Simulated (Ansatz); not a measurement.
# CO2: the band gap up the ladder of functionals

One table from this session's results is given with a row withheld; the runs are named, their logs left out.

Program: Ansatz 0.2.0. PAW datasets, plane waves. The values are computed, spin-unpolarised, and not measurements.

## The structure to begin with

The cell was relaxed beforehand with r2SCAN+rVV10.

The symmetry is Pa-3 (No. 205, cubic); a = 5.442 Å in the conventional setting, 13.43 Å³ an atom. Around C lie 2 O at 1.16 Å; around O lie 1 C at 1.16 Å.

As a file:

```cif
data_structure
_symmetry_space_group_name_H-M 'P 1'
_symmetry_Int_Tables_number 1
_cell_length_a 5.4423
_cell_length_b 5.4423
_cell_length_c 5.4423
_cell_angle_alpha 90.000
_cell_angle_beta 90.000
_cell_angle_gamma 90.000
_cell_volume 161.19
loop_
_atom_site_label
_atom_site_type_symbol
_atom_site_fract_x
_atom_site_fract_y
_atom_site_fract_z
_atom_site_occupancy
C1 C 0.00000 0.00000 0.00000 1
C2 C 0.50000 0.00000 0.50000 1
C3 C 0.50000 0.50000 0.00000 1
C4 C 0.00000 0.50000 0.50000 1
O1 O 0.12309 0.12309 0.12309 1
O2 O 0.37691 0.87691 0.62309 1
O3 O 0.62309 0.37691 0.87691 1
O4 O 0.87691 0.62309 0.37691 1
O5 O 0.87691 0.87691 0.87691 1
O6 O 0.62309 0.12309 0.37691 1
O7 O 0.37691 0.62309 0.12309 1
O8 O 0.12309 0.37691 0.62309 1
```

Set-up of the first run:

File input.yaml:

```yaml
crystal:
  lattice:
    - [5.4422668343, 0.0, 0.0]
    - [0.0, 5.4422668343, 0.0]
    - [0.0, 0.0, 5.4422668343]
  atoms:
    - { symbol: C, position: [0.0, 0.0, 0.0] }
    - { symbol: C, position: [0.5, 0.0, 0.5] }
    - { symbol: C, position: [0.5, 0.5, 0.0] }
    - { symbol: C, position: [0.0, 0.5, 0.5] }
    - { symbol: O, position: [0.1230864356, 0.1230864356, 0.1230864356] }
    - { symbol: O, position: [0.3769135644, 0.8769135644, 0.6230864356] }
    - { symbol: O, position: [0.6230864356, 0.3769135644, 0.8769135644] }
    - { symbol: O, position: [0.8769135644, 0.6230864356, 0.3769135644] }
    - { symbol: O, position: [0.8769135644, 0.8769135644, 0.8769135644] }
    - { symbol: O, position: [0.6230864356, 0.1230864356, 0.3769135644] }
    - { symbol: O, position: [0.3769135644, 0.6230864356, 0.1230864356] }
    - { symbol: O, position: [0.1230864356, 0.3769135644, 0.6230864356] }
kpoints:
  mp_grid: { grid: [6, 6, 6] }
  band_path:
    path:
      - [[0.0, 0.0, 0.0], [-1.055751056189e-49, 0.5, 0.0], [0.5, 0.5, 0.0], [0.0, 0.0, 0.0], [0.5, 0.5, 0.5], [-1.055751056189e-49, 0.5, 0.0]]
      - [[0.5, 0.5, 0.5], [0.5, 0.5, 0.0], [0.5, 2.627587046437e-33, 0.0]]
    npoints: 10
hamiltonian:
  xc: pbe
scf:
  occupations: { method: fermi_dirac, width: 0.02 }
  n_extra_bands: 7
output:
  forces: true
  stress: true
  eigenvalues: true
```

Steps of the session up to this table: PBE band path; r2SCAN at the same geometry; Single point with HSE06; PBE0 at the same geometry.

One of the session's tables, all rows but one given; the rest of the session is left out.

| level | gap (eV) |
| --- | --- |
| PBE | 6.97 |
| r2SCAN | 7.59 |
| HSE06 | ? |
| PBE0 | 9.52 |

Q: Estimate the row for HSE06 from the others.

The run gave: gap (eV): 8.73. In the column «gap (eV)» it lies between r2SCAN (7.59) and PBE0 (9.52).

Meshes: PBE 6×6×6, r2SCAN 6×6×6, HSE06 4×4×4, PBE0 4×4×4

PBE reaches 80 % of the HSE06 value, and r2SCAN 87 %. PBE0 lies 0.78 eV above HSE06, which differs from it by screening the long-range exchange.

Caveats from the session: Warnings in the runs' records: stress scf threshold loose, stress exchange threshold loose.
